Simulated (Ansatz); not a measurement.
Working through a convergence test of the plane-wave cutoff of Rh, space group P6_3/mmc

Computed with Ansatz 0.2.0, Python API.

At the Python prompt:
```pycon
>>> import csv
>>> import ansatz as az
>>> crystal = (
...     az.Lattice.of((2.691745, 0.0, 0.0), (-1.345872, 2.331119, 0.0), (0.0, 0.0, 8.79807))
...     .atom("Rh", (0.0, 0.0, 0.0))
...     .atom("Rh", (1 / 3, 2 / 3, 0.25))
...     .atom("Rh", (0.0, 0.0, 0.5))
...     .atom("Rh", (2 / 3, 1 / 3, 0.75))
... )
>>> setup = crystal.calculation()
>>> setup = setup.functional("pbesol")
>>> setup = setup.kpoints(mesh=(9, 9, 3)).occupations(az.OccupationsMethod.METHFESSEL_PAXTON)
>>> rows = []
>>> for value in [250, 350, 450, 550]:
...     rep = setup.basis(value).run().report
...     rows.append((value, rep["free_energy_ev"] / len(rep["lattice"]["sites"]), rep["n_iterations"], rep["n_pw"]))
...
DeckWarning: basis.ecutwfc = 250 eV is below the records' recommended 420 eV, and the density's cutoff is lower with it unless basis.ecutrho_ratio is high enough to keep the records' density cutoff: compare with a run at a higher cutoff
DeckWarning: basis.ecutwfc = 350 eV is below the records' recommended 420 eV, and the density's cutoff is lower with it unless basis.ecutrho_ratio is high enough to keep the records' density cutoff: compare with a run at a higher cutoff
>>> with open("ecut.csv", "w", newline="") as handle:
...     writer = csv.writer(handle)
...     writer.writerow(["cutoff (eV)", "F/atom (eV)", "iterations", "plane waves"])
...     writer.writerows([round(v, 5) if isinstance(v, float) else v for v in row] for row in rows)
...
48
>>> # differences from the last row
>>> for row in rows[:-1]:
...     shift = 1000 * (row[1] - rows[-1][1])
...     print(f"{row[0]}: {shift:+.2f} meV/atom" + ("  (within 5 meV)" if abs(shift) < 5 else ""))
...
250: +1613.76 meV/atom
350: +13.36 meV/atom
450: +0.99 meV/atom  (within 5 meV)
```

It writes `ecut.csv`:
```csv
cutoff (eV),F/atom (eV),iterations,plane waves
250,-6337.11363,7,503
350,-6338.71404,6,789
450,-6338.72641,6,1195
550,-6338.7274,6,1605
```

From 450 eV on it stays within 5 meV an atom of the value at 550 eV; the first row (250 eV) is off by 1613.8 meV and the last but one by 0.99 meV. The energy falls steadily, as expected when plane waves are added.

Notes:
- The mesh is modest for a metal, so energies can be off by several to tens of meV an atom and pressures by half a GPa or more; differences at equal mesh fare better.
- This isn't the structure that Rh takes at ambient conditions.
- Warnings are shown shortened and without file and line.
- Shifts are counted from the last row, which is itself no proven limit.
- Timing: 9.2 s on 1 thread of Arm Neoverse V1, on a shared host, peak memory 0.4 GiB.
